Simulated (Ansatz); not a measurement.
# CoHO2 (singlet): wave-function methods side by side, def2-SVP

One table from this session's results is given with a row withheld; the runs are named, their logs left out.

Program: Ansatz 0.2.0, Gaussian basis. Level of theory: def2-SVP, core rule «outside noble gas», up to 11 orbitals frozen. These are calculated values, not measurements.

To be run: UHF; CCSD(T) on RHF; CCSD(T) on UHF; CISD; CCSDT(Q) on RHF; CCSDT(Q) on UHF; CASSCF and NEVPT2, 18 electrons in 13 orbitals.

5 further runs of the same task are left out: 1 that didn't finish, 4 set aside as unsound or not needed. Runs told in other sessions of the task aren't counted.

### The geometry

The geometry is a PBE0/def2-TZVP stationary point (not a proven minimum) of the parent state, kept for this charge and spin.

4 atoms, charge 0, spin multiplicity 1.

Atoms are counted from 1 here; the program's logs count them from 0.

Bond lengths: Co1–O2 1.711 Å, Co1–O3 1.599 Å, Co1–H4 1.462 Å. Angles: O2–Co1–O3 162.8°, O2–Co1–H4 104.5°, O3–Co1–H4 92.8°.

As a file:

```mol
CoHO2
  3D, bonds by distance, orders not assigned

  4  3  0  0  0  0  0  0  0  0999 V2000
    0.0000   -0.0700    0.0188 Co  0  0
    0.0000    0.1602   -1.6765 O   0  0
    0.0000    0.1937    1.5954 O   0  0
    0.0000   -1.5224    0.1900 H   0  0
  1  2  8  0
  1  3  8  0
  1  4  8  0
M  END
```

Set-up of the first run:

File in.yaml:

```yaml
crystal:
  periodic: [false, false, false]
  atoms:
    - {symbol: Co, position_ang: [0.000000, -0.070044, 0.018767]}
    - {symbol: O, position_ang: [0.000000, 0.160190, -1.676458]}
    - {symbol: O, position_ang: [0.000000, 0.193723, 1.595363]}
    - {symbol: H, position_ang: [0.000000, -1.522403, 0.189965]}
basis:
  gaussian: {orbitals: def2-SVP}
magnetization: {spin_polarized: true, initial_magnetization: 0}
hamiltonian: {xc: hf}
output: {orbitals: {seedname: orbitals}}
```

The run is started by

```sh
$ ansatz run in.yaml --threads 1 --pin off --events-out ev --progress --plain --max-ram 4096MiB --backend cpu
```

Steps of the session up to this table: UHF; CCSD(T) on RHF; CCSD(T) on UHF; CISD; CCSDT(Q) on RHF; CCSDT(Q) on UHF; CASSCF and NEVPT2, 18 electrons in 13 orbitals.

One of the session's tables, all rows but one given; the rest of the session is left out.

It belongs to the step «Misses and costs». 

| method | from RCCSDT(Q) (meV) |
| --- | --- |
| RHF | +26520.9 |
| UHF | +18889.9 |
| RMP2 | +4233.5 |
| UMP2 | +5530.2 |
| CISD | +9343.8 |
| RCCSD | +3858.6 |
| UCCSD | +3445.7 |
| RCCSD(T) | +1280.0 |
| UCCSD(T) | +2539.6 |
| RCCSDT | +1818.8 |
| UCCSDT | ? |
| RCCSDT(Q) | 0 |
| UCCSDT(Q) | +931.3 |
| CASSCF valence | +15176.7 |
| NEVPT2 valence | +2910.8 |

Q: Estimate the row for UCCSDT from the others.

**Answer.** from RCCSDT(Q) (meV): +1936.4. In the column «from RCCSDT(Q) (meV)» it lies between RCCSDT (+1818.8) and UCCSD(T) (+2539.6).

The program flags RCCSD(T), UCCSD(T), RCCSDT(Q), UCCSDT(Q) as in doubt (see the logs), so the zero of the table is itself unsure.

Caveats from the session: The determinant of HF (⟨S²⟩ 2.52) is far from a pure spin state, so its energy mixes those of several spin states; that is harmless only where they are near-degenerate. The determinant of CCSD(T) (⟨S²⟩ 2.52) is far from a pure spin state, so its energy mixes those of several spin states; high orders of coupled cluster remove much of that, low ones don't. The determinant of CCSDT(Q) (⟨S²⟩ 2.52) is far from a pure spin state, so its energy mixes those of several spin states; high orders of coupled cluster remove much of that, low ones don't. The program flags RCCSD(T), UCCSD(T), RCCSDT(Q), UCCSDT(Q) as in doubt, so the zero of the table is itself unsure. Warnings: restricted reference is unstable; spin contamination; large T1 diagnostic. Restricted and unrestricted rows rest on different reference determinants; a gap between their highest levels can come from leftover correlation error, from unlike frozen cores or from another state.
